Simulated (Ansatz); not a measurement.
**C₂H₇ClFNSeTi: taking an electron away**

One table from this session's results is given with a row withheld; the runs are named, their logs left out.

Program: Ansatz 0.2.0, Gaussian basis. Level of theory: unrestricted cation, the program's frozen cores in correlated methods. These are calculated values, not measurements.

Plan: UKS PBE-D4/def2-TZVPP; UKS r2SCAN-D4/def2-TZVPP; UKS PBE0-D4/def2-TZVPP; UKS B3LYP-D4/def2-TZVPP; UKS wB97X-V/def2-TZVPP; UKS wB97M-V/def2-TZVPP; UKS B2PLYP/def2-TZVPP; then −ε(HOMO) from the neutral's earlier runs with LDA (SPW92), PBE-D4, revPBE-D4, BLYP-D4, r2SCAN-D4, B97M-V, PBE0-D4, B3LYP-D4, r2SCANh-D4, r2SCAN0-D4, HSE06-D4, BHLYP-D4, CAM-B3LYP-D4, LC-ωPBE, ωB97X-V, ωB97M-V.

## Structure used throughout

All runs share one geometry, relaxed beforehand with PBE0-D4 in a triple-zeta def2 set.

SMILES `C[N](C)[Ti]([F])([Cl])[SeH]`, 14 atoms, charge 0, spin multiplicity 1.

Atoms are counted from 1 here; the program's logs count them from 0.

Bond lengths: C1–N2 1.445 Å, C1–H8 1.097 Å, C1–H9 1.096 Å, C1–H10 1.093 Å, N2–C3 1.443 Å, N2–Ti4 1.832 Å, C3–H11 1.097 Å, C3–H12 1.097 Å, C3–H13 1.090 Å, Ti4–F5 1.753 Å, Ti4–Cl6 2.213 Å, Ti4–Se7 2.443 Å, Se7–H14 1.469 Å. Angles: N2–C1–H8 110.5°, N2–C1–H9 110.8°, N2–C1–H10 110.9°, H8–C1–H9 108.6°, H8–C1–H10 108.0°, H9–C1–H10 108.0°, C1–N2–C3 114.9°, C1–N2–Ti4 118.4°, C3–N2–Ti4 126.7°, N2–C3–H11 110.5°, N2–C3–H12 110.6°, N2–C3–H13 110.6°, H11–C3–H12 108.1°, H11–C3–H13 108.4°, H12–C3–H13 108.5°, N2–Ti4–F5 108.4°, N2–Ti4–Cl6 110.6°, N2–Ti4–Se7 104.2° and more.

Coordinates:

```xyz
14

C    -0.2480    0.0224    1.4324
N     0.3196    0.0403    0.1035
C     1.5278   -0.7328   -0.0505
Ti   -0.5403    0.9991   -1.1988
F     0.4922    1.0578   -2.6146
Cl   -1.0909    3.0086   -0.4519
Se   -2.5513   -0.3049   -1.6712
H    -0.5111   -1.0023    1.7235
H     0.4633    0.4222    2.1647
H    -1.1559    0.6290    1.4765
H     1.3398   -1.7890    0.1781
H     2.3073   -0.3709    0.6306
H     1.9005   -0.6623   -1.0727
H    -2.2529   -1.3171   -0.6498
```

Set-up of the first run:

Input file in.yaml:

```yaml
crystal:
  periodic: [false, false, false]
  atoms:
    - {symbol: C, position_ang: [-0.248035, 0.022380, 1.432434]}
    - {symbol: N, position_ang: [0.319584, 0.040278, 0.103517]}
    - {symbol: C, position_ang: [1.527764, -0.732824, -0.050495]}
    - {symbol: Ti, position_ang: [-0.540298, 0.999119, -1.198755]}
    - {symbol: F, position_ang: [0.492212, 1.057812, -2.614573]}
    - {symbol: Cl, position_ang: [-1.090883, 3.008567, -0.451889]}
    - {symbol: Se, position_ang: [-2.551304, -0.304924, -1.671187]}
    - {symbol: H, position_ang: [-0.511064, -1.002319, 1.723543]}
    - {symbol: H, position_ang: [0.463261, 0.422163, 2.164724]}
    - {symbol: H, position_ang: [-1.155877, 0.629045, 1.476490]}
    - {symbol: H, position_ang: [1.339759, -1.789004, 0.178100]}
    - {symbol: H, position_ang: [2.307341, -0.370886, 0.630599]}
    - {symbol: H, position_ang: [1.900490, -0.662285, -1.072724]}
    - {symbol: H, position_ang: [-2.252941, -1.317143, -0.649775]}
basis:
  gaussian: {orbitals: def2-TZVPP}
total_charge: 1
magnetization: {spin_polarized: true, initial_magnetization: 1}
hamiltonian: {xc: pbe, dispersion: d4}
```

Command:

```console
$ ansatz run in.yaml --threads 4 --pin off --events-out ev --progress --plain --max-ram 66560MiB --backend cuda --devices 0, --max-vram 37GiB
```

Steps of the session up to this table: Cation, UKS PBE-D4/def2-TZVPP; Cation, UKS r2SCAN-D4/def2-TZVPP; Cation, UKS PBE0-D4/def2-TZVPP; Cation, UKS B3LYP-D4/def2-TZVPP; Cation, UKS wB97X-V/def2-TZVPP; Cation, UKS wB97M-V/def2-TZVPP; Cation, UKS B2PLYP (frozen core)/def2-TZVPP.

One of the session's tables, all rows but one given; the rest of the session is left out.

For comparison, −ε(HOMO) of the neutral from earlier runs:

| functional | −ε(HOMO) (eV) |
| --- | --- |
| LDA (SPW92) | 6.16 |
| PBE-D4 | 5.99 |
| revPBE-D4 | 5.93 |
| BLYP-D4 | 5.83 |
| r2SCAN-D4 | 6.27 |
| B97M-V | 6.32 |
| PBE0-D4 | 7.11 |
| B3LYP-D4 | 6.87 |
| r2SCANh-D4 | 6.68 |
| r2SCAN0-D4 | 7.30 |
| HSE06-D4 | 6.71 |
| BHLYP-D4 | ? |
| CAM-B3LYP-D4 | 8.34 |
| LC-ωPBE | 9.66 |
| ωB97X-V | 9.33 |
| ωB97M-V | 9.20 |

Q: Estimate the row for BHLYP-D4 from the others.

Worked estimate for «−ε(HOMO) (eV)». Against the share of exact exchange, BLYP-D4 (0, 5.83), B3LYP-D4 (0.2, 6.87) give a slope of 5.20 per unit share; at 0.5 the line stands at 8.43.

As computed: −ε(HOMO) (eV): 8.08. In «−ε(HOMO) (eV)» the line misses by +0.35.
